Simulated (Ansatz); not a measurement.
**CH₃BN₂: a ladder of functionals and wavefunction methods**

How much do the methods differ for CH₃BN₂? The plan is to run it at one geometry with functionals of several rungs and with coupled cluster. The yardstick is the atomisation energy at the CCSD(T) limit.

The runs use Ansatz 0.2.0, Gaussian basis; functionals in def2-TZVPP, the program's frozen cores in correlated methods.

Plan: LDA (SPW92), PBE-D4, revPBE-D4, BLYP-D4, r2SCAN-D4, B97M-V, PBE0-D4, B3LYP-D4, r2SCANh-D4, r2SCAN0-D4, HSE06-D4, BHLYP-D4, CAM-B3LYP-D4, LC-ωPBE, ωB97X-V, ωB97M-V, B2PLYP, PBE-QIDH; CCSD(T)/def2-SVP; CCSD(T)/def2-TZVPP; MP2/def2-QZVPP; extrapolation to the limit; RPA on PBE.

### 1 Structure used throughout

All runs share one geometry, relaxed beforehand with PBE0-D4 in a triple-zeta def2 set.

7 atoms, charge 0, spin multiplicity 1.

Atoms are counted from 1 here; the program's logs count them from 0.

Bond lengths: B1–N2 1.462 Å, B1–C3 1.719 Å, B1–N4 1.491 Å, B1–H5 1.189 Å, N2–C3 1.299 Å, C3–N4 1.407 Å, C3–H6 1.094 Å, N4–H7 1.015 Å. Angles: N2–B1–C3 47.4°, N2–B1–N4 95.2°, N2–B1–H5 131.8°, C3–B1–N4 51.4°, C3–B1–H5 151.3°, N4–B1–H5 130.0°, B1–N2–C3 76.7°, B1–C3–N2 55.9°, B1–C3–N4 55.9°, B1–C3–H6 155.3°, N2–C3–N4 107.4°, N2–C3–H6 128.3°, N4–C3–H6 123.9°, B1–N4–C3 72.7°, B1–N4–H7 124.5°, C3–N4–H7 119.2°.

### 2 LDA

This LDA is Slater exchange with PW92 correlation.

in.yaml

```yaml
crystal:
  periodic: [false, false, false]
  atoms:
    - {symbol: B, position_ang: [-0.442061, 0.652214, -0.534106]}
    - {symbol: N, position_ang: [-1.193747, 0.243247, 0.651442]}
    - {symbol: C, position_ang: [-0.082246, -0.420266, 0.760014]}
    - {symbol: N, position_ang: [0.890635, 0.264179, 0.009432]}
    - {symbol: H, position_ang: [-0.780223, 0.858109, -1.654828]}
    - {symbol: H, position_ang: [0.081453, -1.397130, 1.224556]}
    - {symbol: H, position_ang: [1.587490, -0.268353, -0.502210]}
basis:
  gaussian: {orbitals: def2-TZVPP}
hamiltonian: {xc: lda}
output: {orbitals: {seedname: orbitals}}
```

The run is started by

```bash
ansatz run in.yaml --threads 2 --pin off --events-out ev --progress --plain --max-ram 4352MiB
```

After this run come: PBE-D4 (GGA); revPBE-D4 (GGA); BLYP-D4 (GGA); r2SCAN-D4 (meta-GGA); B97M-V (meta-GGA); B3LYP-D4 (hybrid); r2SCANh-D4 (hybrid); r2SCAN0-D4 (hybrid); HSE06-D4 (hybrid); BHLYP-D4 (hybrid); CAM-B3LYP-D4 (range-separated); LC-ωPBE (range-separated); ωB97X-V (range-separated); ωB97M-V (range-separated); B2PLYP (double hybrid); PBE-QIDH (double hybrid); CCSD(T) in def2-SVP; CCSD(T) in def2-TZVPP; MP2 in def2-QZVPP; RPA on PBE orbitals.

**Question.** What will the summary of the whole plan be? Wanted: atomisation energy, CCSD(T)/CBS; farthest beyond LDA; mean size of error, GGA; mean size of error, meta-GGA; mean size of error, hybrid; mean size of error, range-separated; mean size of error, double hybrid; gap, smallest and largest; T1 diagnostic.

As calculated:

| quantity | value |
| --- | --- |
| atomisation energy, CCSD(T)/CBS | 2786.2 kJ/mol |
| functionals within 13.9 kJ/mol (0.5 %) | r2SCANh-D4, B2PLYP, PBE-QIDH |
| farthest beyond LDA | PBE-D4 (+156.8 kJ/mol) |
| mean size of error, GGA | 95.9 kJ/mol |
| mean size of error, meta-GGA | 33.1 kJ/mol |
| mean size of error, hybrid | 49.7 kJ/mol |
| mean size of error, range-separated | 42.5 kJ/mol |
| mean size of error, double hybrid | 5.1 kJ/mol |
| gap, smallest and largest | 4.14 eV (LDA (SPW92)), 11.74 eV (LC-ωPBE) |
| T1 diagnostic | 0.0153 |
| triples share of the correlation energy | 4.7 % |

What this shows: LDA overbinds by 524.5 kJ/mol (19 %). PBE-D4 misses by +156.8 kJ/mol. Double hybrids carry the basis error of their MP2 part in triple zeta, and no dispersion term here, so their miss is partly the set-up's. Taken by rung, double hybrid functionals do best (5.1 kJ/mol on average) and GGA ones worst beyond LDA (95.9 kJ/mol). The reference freezes the cores and leaves out relativity and excitations past (T), so misses under about 13.9 kJ/mol can't be ranked. Hartree-Fock recovers 67 % of the binding; the rest is correlation. CCSD(T) in def2-SVP is off by -163.2 kJ/mol, more than most functionals: a good method in a small basis is no reference. The gap grows from 4.1 to 11.7 eV across the functionals, mostly with the share of exact exchange.
